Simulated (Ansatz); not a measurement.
# Sc2Co: properties at the relaxed cell

The task here is to estimate one member of a computed series from the others.

Method: DFT PBEsol, scalar-relativistic, plane waves, PAW, in Ansatz 0.2.0.

## The structure to begin with

The structure is tetragonal, space group I4/mcm (No. 140). The conventional cell has a = 6.214 Å, b = 6.214 Å, c = 5.549 Å, α = 90.00°, β = 90.00°, γ = 90.00°. Around Sc (site symmetry m2m) lie 4 Co at 2.67 Å and 7 Sc at 3.05 to 3.23 Å. Around Co (site symmetry 422) lie 8 Sc at 2.67 Å and 2 Co at 2.77 Å.

Structure file:

```cif
data_structure
_symmetry_space_group_name_H-M 'P 1'
_symmetry_Int_Tables_number 1
_cell_length_a 5.1965
_cell_length_b 5.1965
_cell_length_c 5.1965
_cell_angle_alpha 106.565
_cell_angle_beta 106.565
_cell_angle_gamma 115.454
_cell_volume 107.13
loop_
_atom_site_label
_atom_site_type_symbol
_atom_site_fract_x
_atom_site_fract_y
_atom_site_fract_z
_atom_site_occupancy
Sc1 Sc 0.67817 0.17817 0.85634 1
Sc2 Sc 0.17817 0.32183 0.50000 1
Sc3 Sc 0.32183 0.82183 0.14366 1
Sc4 Sc 0.82183 0.67817 0.50000 1
Co1 Co 0.25000 0.25000 0.00000 1
Co2 Co 0.75000 0.75000 0.00000 1
```

It is the result of an earlier relaxation at this level (volume 17.85 Å³/atom; gap on the mesh: none (metal)).

The first run:

input.yaml reads:

```yaml
crystal:
  lattice:
    - [-3.0754312235, 3.0754312235, 2.7466747023]
    - [3.0754312235, -3.0754312235, 2.7466747023]
    - [3.0754312235, 3.0754312235, -2.7466747023]
  atoms:
    - { symbol: Sc, position: [0.6781720134, 0.1781720134, 0.8563440267] }
    - { symbol: Sc, position: [0.1781720134, 0.3218279866, 0.5] }
    - { symbol: Sc, position: [0.3218279866, 0.8218279866, 0.1436559733] }
    - { symbol: Sc, position: [0.8218279866, 0.6781720134, 0.5] }
    - { symbol: Co, position: [0.25, 0.25, 0.0] }
    - { symbol: Co, position: [0.75, 0.75, 0.0] }
basis:
  ecutwfc: 420
kpoints:
  mp_grid: { grid: [8, 8, 8] }
hamiltonian:
  xc: pbesol
scf:
  occupations: { method: gaussian, width: 0.1 }
output:
  forces: true
  stress: true
  eigenvalues: true
relax:
  adjacent_minimum: "off"
  f_tol: 0.01
  max_steps: 30
  cell: { stress_tol: 0.1, fix: [volume] }
```

Command:

```
ansatz run input.yaml --threads 1 --pin off --max-ram 2560MiB --backend cpu --events-out ev --progress --plain --runs-dir out
```

Steps of the session up to this table: The cell scaled to 0.97 of its volume; Volume × 1.03; The cell scaled to 0.94 of its volume; Point at V/V0 = 1.06.

One of the session's tables, all rows but one given; the rest of the session is left out.

It belongs to the step «Energy against volume». 

| volume (Å³/atom) | energy above the lowest point (meV/atom) | pressure (GPa) |
| --- | --- | --- |
| 16.784 | 20.2 | 6.41 |
| 17.319 | 4.7 | 2.97 |
| 17.855 | 0.0 | -0.02 |
| 18.390 | ? | ? |
| 18.926 | 17.3 | -4.87 |

Q: Estimate the row for volume (Å³/atom) = 18.390 from the others.

Worked estimate for «energy above the lowest point (meV/atom)». A straight line through the neighbours (17.855, 0.0) and (18.926, 17.3) gives 0.0 + (17.3 − 0.0) × (18.390 − 17.855) / (18.926 − 17.855) = 8.6; a parabola fitted to 3 rows on both sides gives 4.2.

The run gave: energy above the lowest point (meV/atom): 4.6; pressure (GPa): -2.62. In «energy above the lowest point (meV/atom)» the line misses by +4.0 and the parabola by -0.4.

Limits of these values: Spin polarisation is off in the runs that give these values; a magnetic solution could lie lower.
